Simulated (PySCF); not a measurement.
# C6H10P2: the cost of one run

Computed with PySCF 2.14.0 and routines of our own; the level stands in each step. Atoms count from 0.

## 1. The starting structure

18 atoms, charge 0, multiplicity 1; geometry from: GFN2-xTB.

## 2. Magnetic properties: GIAO B3LYP/pcSseg-1

The job: settings as JSON, then the geometry in Å.

```
{"job": {"kind": "mag", "xc": "B3LYP", "basis": "pcSseg-1", "isotopologues": 2}, "charge": 0, "multiplicity": 1}
C     -1.355466     0.811185    -1.775173
C     -1.648904     0.502610    -0.520463
C     -2.047411    -0.869104    -0.073997
P     -1.710913     1.786444     0.795738
P      0.236519     2.190202     1.248938
C      1.222471     1.134308     0.142129
C      1.486799    -0.146776     0.360087
C      2.334417    -0.994489    -0.525437
H     -1.365126     0.069900    -2.559022
H     -1.091095     1.814496    -2.068384
H     -2.055393    -1.564565    -0.910755
H     -3.040056    -0.840766     0.375458
H     -1.352752    -1.234171     0.682595
H      1.665659     1.648941    -0.703288
H      1.069432    -0.645333     1.226957
H      3.165894    -1.415780     0.039465
H      1.747935    -1.824866    -0.919071
H      2.729232    -0.415917    -1.356953
```

With the program's defaults for keys left out, this is: GIAO B3LYP/pcSseg-1 magnetisability, rotational g tensor and spin-rotation constants, non-relativistic, gas phase.

The run is started by

```
$ OMP_NUM_THREADS=1 python excited_run.py task.json out
```

One launch serves the whole session: the jobs run in the order shown.

Q: Estimate the wall time and peak memory of this first job on 1 thread of Arm Neoverse N1, shared host.

About 80 s, with a peak of 0.93 GiB.
